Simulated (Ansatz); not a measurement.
# C₂H₄O₂S, SMILES SC1OCO1: energies of removing a hydrogen

Program: Ansatz 0.2.0 through its Python package.

The cells in order, each with its output:

**Cell 1**
```python
import ansatz as az
```

**Cell 2**
```python
SETTINGS = {
    "basis_set": "cc-pVDZ",
    "functional": "r2scan0",
}
```

**Cell 3**
```python
def energy_of(molecule, charge=0, unpaired=0):
    calc = (
        molecule.calculation()
        .basis(gaussian=SETTINGS["basis_set"])
        .functional(SETTINGS["functional"])
    )
    if charge:
        calc = calc.charge(charge)
    if unpaired:
        calc = calc.spin("collinear", total=unpaired)
    return calc.run().report["free_energy_ev"]
```

**Cell 4**
```python
GEOMETRY = """
S    -1.36170    1.51520   -0.10590
C    -0.76320   -0.13490   -0.00620
O     0.02380   -0.50310   -1.13230
C     1.29210   -0.46440   -0.29280
O     0.38740   -0.24060    0.82870
H    -1.68130    1.72320    1.18400
H    -1.48060   -0.89400    0.23160
H     1.77500   -1.41760   -0.25010
H     1.89700    0.36990   -0.47420
"""

def without(molecule, index):
    rest = az.Crystal.molecule()
    for i, site in enumerate(molecule.cartesian_sites):
        if i != index:
            rest = rest.atom(site.symbol, site.position_ang)
    return rest
```

**Cell 5**
```python
geometry = az.Crystal.molecule()
for line in GEOMETRY.strip().splitlines():
    symbol, *xyz = line.split()
    geometry = geometry.atom(symbol, [float(v) for v in xyz])
```

**Cell 6**
```python
whole = energy_of(geometry, 0)
hydrogen = energy_of(az.Crystal.molecule().atom("H", (0, 0, 0)), 0, 1)
print(f"E(molecule) = {whole:.5f} eV, E(H) = {hydrogen:.5f} eV")
for index in [5, 6, 8]:
    radical = energy_of(without(geometry, index), 0, 1)
    print(f"H{index}: homolysis {(radical + hydrogen - whole):.3f} eV")
```
Output:
```text
E(molecule) = -17061.85293 eV, E(H) = -13.58463 eV
H5: homolysis 3.761 eV
H6: homolysis 4.207 eV
H8: homolysis 4.451 eV
```

Reading the output:
- Total energies depend on the basis set; only differences at equal settings carry meaning.
- The geometry is a force-field or estimated start, not a minimum of this method, and the basis set is short of its limit. All parts are taken at fixed geometry, without zero-point energy.
- The whole script took 23 s on 1 thread of Intel(R) Xeon(R) 6975P-C (Granite Rapids), on a shared host, peak memory 0.37 GiB.

(Lines on the test bed's own set-up are left out of the output.)
